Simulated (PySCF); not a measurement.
# C₄H₁₂GaN: magnetic properties

Aim: compute the magnetic properties of C₄H₁₂GaN (`C[N](C)[Ga]([CH3])[CH3]`).

Programs: PySCF 2.14.0, with routines of our own; each step states its level. All values are computed. Atoms count from 0.

## Step 1: The system as given

18 atoms, charge 0, multiplicity 1; geometry from: GFN2-xTB.

## Step 2: Magnetic properties: GIAO B3LYP/def2-SVP

Job settings and geometry (Å):

```
{"job": {"kind": "mag", "xc": "B3LYP", "basis": "def2-SVP"}, "charge": 0, "multiplicity": 1}
Ga     0.466530     0.734010    -0.007180
C      2.470830     0.694120    -0.380690
H      2.861170    -0.309460    -0.556570
H      3.013330     1.131130     0.461970
H      2.691360     1.306720    -1.259150
C     -0.596870     2.435430     0.363510
H      0.080380     3.292380     0.374670
H     -1.104670     2.393270     1.329710
H     -1.353610     2.614480    -0.403380
N     -0.486040    -0.857410     0.009890
C      0.077640    -2.173100    -0.216900
C     -1.917490    -0.914780     0.234050
H     -0.092780    -2.832790     0.644680
H      1.153760    -2.083180    -0.377300
H     -0.368600    -2.651860    -1.099070
H     -2.297190     0.097010     0.394770
H     -2.438800    -1.351770    -0.628530
H     -2.158960    -1.524210     1.115510
```

Method: GIAO B3LYP/def2-SVP magnetisability, rotational g tensor and spin-rotation constants, non-relativistic, gas phase.

On the command line:

```console
$ OMP_NUM_THREADS=1 python excited_run.py task.json out
```

This one command runs all jobs of the session in turn.

Log:

```text
coarse grid: 62920 points
cycle   1  E = -2138.7957439761  dE = -3.745e-01  |g| = 7.602e-01  |ddm| = 4.117e+00
cycle   2  E = -2138.6250753344  dE =  1.707e-01  |g| = 1.177e+00  |ddm| = 1.694e+00
cycle   3  E = -2138.9028810651  dE = -2.778e-01  |g| = 2.242e-01  |ddm| = 1.141e+00
cycle   4  E = -2138.9146554976  dE = -1.177e-02  |g| = 3.210e-02  |ddm| = 2.169e-01
cycle   5  E = -2138.9148561429  dE = -2.006e-04  |g| = 1.073e-02  |ddm| = 4.287e-02
cycle   6  E = -2138.9148798640  dE = -2.372e-05  |g| = 3.304e-03  |ddm| = 1.582e-02
cycle   7  E = -2138.9148818416  dE = -1.978e-06  |g| = 4.471e-04  |ddm| = 2.680e-03
final grid: 133584 points
cycle   8  E = -2138.9148848567  dE = -4.845e-08  |g| = 5.572e-04  |ddm| = 1.886e-03
cycle   9  E = -2138.9148847234  dE =  1.333e-07  |g| = 9.221e-04  |ddm| = 1.531e-03
cycle  10  E = -2138.9148849380  dE = -2.145e-07  |g| = 1.473e-04  |ddm| = 9.453e-04
cycle  11  E = -2138.9148849431  dE = -5.101e-09  |g| = 2.667e-05  |ddm| = 1.470e-04
cycle  12  E = -2138.9148849432  dE = -1.364e-10  |g| = 3.203e-06  |ddm| = 2.302e-05
converged SCF energy = -2138.9148849432

Magnetisability tensor (1e-30 J/T^2)
    -1388.37        8.04      -18.31
        8.04    -1383.88        9.27
      -18.31        9.27    -1490.44
isotropic -1420.90   principal values   -1494.63  -1390.43  -1377.63
isotropic susceptibility -85.568 1e-6 cm^3/mol

Inertial axes            a          b          c
rot. const./GHz      3.1152     1.8862     1.2104
chi total           -82.979    -83.717    -90.008
chi diamagnetic    -537.009   -780.584  -1176.747
chi paramagnetic    454.030    696.867   1086.739
quadrupole/D A        0.003     -1.165      1.162
g nuclear            0.6556     0.6134     0.6181
g electronic        -0.6645    -0.6175    -0.6180
g total             -0.0089    -0.0041     0.0001

Spin-rotation constants (kHz, H = +C I.J)
atom  isotope        aa         bb         cc
  0   69Ga        5.934      3.074      2.263
  2     1H       -0.215     -0.051     -0.140
  3     1H       -0.214     -0.209     -0.048
  4     1H       -0.217     -0.209     -0.047
  6     1H        0.038     -0.209     -0.142
  7     1H       -0.331     -0.133     -0.049
  8     1H       -0.345     -0.139     -0.040
  9    14N        0.170      0.245      0.047
 12     1H       -0.165     -0.190     -0.020
 13     1H       -0.157     -0.003     -0.125
 14     1H       -0.177     -0.189     -0.016
 15     1H       -0.155     -0.006     -0.127
 16     1H       -0.175     -0.190     -0.016
 17     1H       -0.168     -0.190     -0.019
  1    13C*       0.364      0.190      0.104
 10    13C*       0.561      0.279      0.220
* in the singly substituted isotopologue
```

It took 32 s on 1 thread of Arm Neoverse V1, shared host; peak memory 0.75 GiB.

Key values:

| quantity | value |
| --- | --- |
| magnetisability | -1421·10⁻³⁰ J/T² |
| molar susceptibility | -85.6·10⁻⁶ cm³/mol |
| rotational g (a, b, c) | -0.0089, -0.0041, 0.0001 |

The fields below are evaluated on a grid from the run's orbitals.

Frontier orbitals at B3LYP/def2-SVP, with the share of their density that lies nearest to each atom:

| orbital | energy (eV) | lies on |
| --- | --- | --- |
| HOMO | -5.72 | N9 64 %; Ga0 8 % |
| LUMO | -0.24 | Ga0 53 %; N9 13 % |

ELF in a plane through or near 10 of the atoms.

Values, 10 rows by 14 columns:
```
0.00 0.00 0.00 0.00 0.00 0.00 0.00 0.00 0.00 0.00 0.00 0.00 0.00 0.00
0.00 0.00 0.00 0.00 0.00 0.00 0.00 0.00 0.01 0.01 0.00 0.00 0.00 0.00
0.00 0.00 0.00 0.00 0.06 0.86 0.40 0.01 0.21 0.33 0.13 0.14 0.00 0.00
0.00 0.00 0.01 0.09 0.39 0.99 0.94 0.03 0.54 0.91 0.99 0.99 0.33 0.00
0.00 0.00 0.01 0.24 0.44 0.47 0.23 0.18 0.27 0.78 0.55 0.73 0.02 0.00
0.00 0.00 0.00 0.02 0.19 0.71 0.66 0.12 0.73 0.20 0.11 0.01 0.00 0.00
0.00 0.00 0.02 0.26 0.31 0.29 0.16 0.09 0.78 0.56 0.52 0.09 0.00 0.00
0.00 0.00 0.00 0.02 0.24 0.99 0.96 0.05 0.99 0.92 0.43 0.10 0.00 0.00
0.00 0.00 0.00 0.00 0.00 0.11 0.01 0.03 0.95 0.71 0.03 0.00 0.00 0.00
0.00 0.00 0.00 0.00 0.00 0.00 0.00 0.00 0.00 0.00 0.00 0.00 0.00 0.00
```
The map spans 10.8 Å across and 10.5 Å up, centred on the molecule. Atoms in the plane (x, y in Å): Ga0 (0.9, 0.0), C1 (1.9, -1.8), H2 (1.3, -2.6), C5 (1.7, 1.8), H6 (2.8, 1.7), N9 (-1.0, 0.0), C10 (-1.8, -1.2), C11 (-1.8, 1.2), H13 (-1.1, -2.1), H15 (-1.1, 2.0).

On the surface of density 0.002 e/bohr³ the electrostatic potential runs, from the 1st to the 99th percentile, from -0.50 V near N9 to 1.23 V near Ga0.

## Step 3: Magnetic properties: GIAO LDA/def2-SVP

The job, as its differences from that of step 2:

```diff
@@ -1,2 +1,2 @@
-{"job": {"kind": "mag", "xc": "B3LYP", "basis": "def2-SVP"}, "charge": 0, "multiplicity": 1}
+{"job": {"kind": "mag", "xc": "LDA", "basis": "def2-SVP"}, "charge": 0, "multiplicity": 1}
 Ga     0.466530     0.734010    -0.007180
```

Level: GIAO LDA/def2-SVP magnetisability, rotational g tensor and spin-rotation constants, non-relativistic, gas phase.

Log:

```text
coarse grid: 62920 points
cycle   1  E = -2133.6579375151  dE = -3.868e-01  |g| = 1.038e+00  |ddm| = 4.203e+00
cycle   2  E = -2132.9800218247  dE =  6.779e-01  |g| = 1.982e+00  |ddm| = 2.684e+00
cycle   3  E = -2133.7930745395  dE = -8.131e-01  |g| = 5.533e-01  |ddm| = 2.170e+00
cycle   4  E = -2133.8672502287  dE = -7.418e-02  |g| = 5.995e-02  |ddm| = 5.159e-01
cycle   5  E = -2133.8681412439  dE = -8.910e-04  |g| = 3.355e-02  |ddm| = 1.657e-01
cycle   6  E = -2133.8685122758  dE = -3.710e-04  |g| = 8.613e-03  |ddm| = 6.375e-02
cycle   7  E = -2133.8685294829  dE = -1.721e-05  |g| = 2.931e-03  |ddm| = 9.076e-03
cycle   8  E = -2133.8685314649  dE = -1.982e-06  |g| = 4.252e-04  |ddm| = 3.166e-03
final grid: 133584 points
cycle   9  E = -2133.8685631440  dE =  5.442e-08  |g| = 8.727e-04  |ddm| = 2.163e-03
cycle  10  E = -2133.8685621484  dE =  9.956e-07  |g| = 2.213e-03  |ddm| = 2.868e-03
cycle  11  E = -2133.8685633110  dE = -1.163e-06  |g| = 2.906e-04  |ddm| = 2.155e-03
cycle  12  E = -2133.8685633330  dE = -2.198e-08  |g| = 3.625e-05  |ddm| = 3.101e-04
cycle  13  E = -2133.8685633333  dE = -2.865e-10  |g| = 8.498e-06  |ddm| = 3.556e-05
converged SCF energy = -2133.8685633333

Magnetisability tensor (1e-30 J/T^2)
    -1405.38       10.40      -19.25
       10.40    -1396.47        9.94
      -19.25        9.94    -1514.19
isotropic -1438.68   principal values   -1518.59  -1407.89  -1389.56
isotropic susceptibility -86.639 1e-6 cm^3/mol

Inertial axes            a          b          c
rot. const./GHz      3.1152     1.8862     1.2104
chi total           -83.684    -84.782    -91.452
chi diamagnetic    -536.439   -779.922  -1174.697
chi paramagnetic    452.754    695.140   1083.245
quadrupole/D A        0.893     -0.432     -0.461
g nuclear            0.6556     0.6134     0.6181
g electronic        -0.6626    -0.6160    -0.6160
g total             -0.0071    -0.0026     0.0021

Spin-rotation constants (kHz, H = +C I.J)
atom  isotope        aa         bb         cc
  0   69Ga        6.326      3.273      2.405
  2     1H       -0.206     -0.053     -0.138
  3     1H       -0.209     -0.207     -0.047
  4     1H       -0.212     -0.208     -0.046
  6     1H        0.042     -0.207     -0.140
  7     1H       -0.323     -0.134     -0.048
  8     1H       -0.337     -0.140     -0.039
  9    14N        0.179      0.265      0.048
 12     1H       -0.164     -0.186     -0.020
 13     1H       -0.154      0.002     -0.123
 14     1H       -0.177     -0.185     -0.015
 15     1H       -0.152     -0.001     -0.125
 16     1H       -0.175     -0.186     -0.015
 17     1H       -0.168     -0.186     -0.018
  1    13C*       0.370      0.184      0.102
 10    13C*       0.560      0.275      0.221
* in the singly substituted isotopologue
```

Run time: 27 s. Hardware: 1 thread of Arm Neoverse V1, shared host; peak memory 0.64 GiB.

In short:

| quantity | value |
| --- | --- |
| magnetisability | -1439·10⁻³⁰ J/T² |
| molar susceptibility | -86.6·10⁻⁶ cm³/mol |
| rotational g (a, b, c) | -0.0071, -0.0026, 0.0021 |

## Step 4: Magnetic properties side by side

| level | ξ (10⁻³⁰ J/T²) | g(a) | g(b) | gap (eV) | functions | time |
| --- | --- | --- | --- | --- | --- | --- |
| GIAO B3LYP/def2-SVP | -1421 | -0.0089 | -0.0041 | 5.48 | 162 | 32 s |
| GIAO LDA/def2-SVP | -1439 | -0.0071 | -0.0026 | 3.87 | 162 | 27 s |

## Step 5: Results

```
                                            quantity                      value
       magnetisability (step 2, GIAO B3LYP/def2-SVP)           -1421·10⁻³⁰ J/T²
  molar susceptibility (step 2, GIAO B3LYP/def2-SVP)         -85.6·10⁻⁶ cm³/mol
rotational g (a, b, c) (step 2, GIAO B3LYP/def2-SVP)   -0.0089, -0.0041, 0.0001
               surface potential, 1st and 99th percentile         -0.50 V and 1.23 V
                     magnetisability over the levels  -1439 to -1421·10⁻³⁰ J/T²
```

In words: Steps that list no spin-orbit terms leave them out, which matters at and beside the heavy atoms. The geometry comes from tight binding, which is rough for metal atoms, and these values hang on it. The magnetisability spreads by 1.2 % over 2 levels of like cost. Two levels can agree by chance, so this spread shows no convergence. Vibrational averaging and real surroundings are missing from these values.
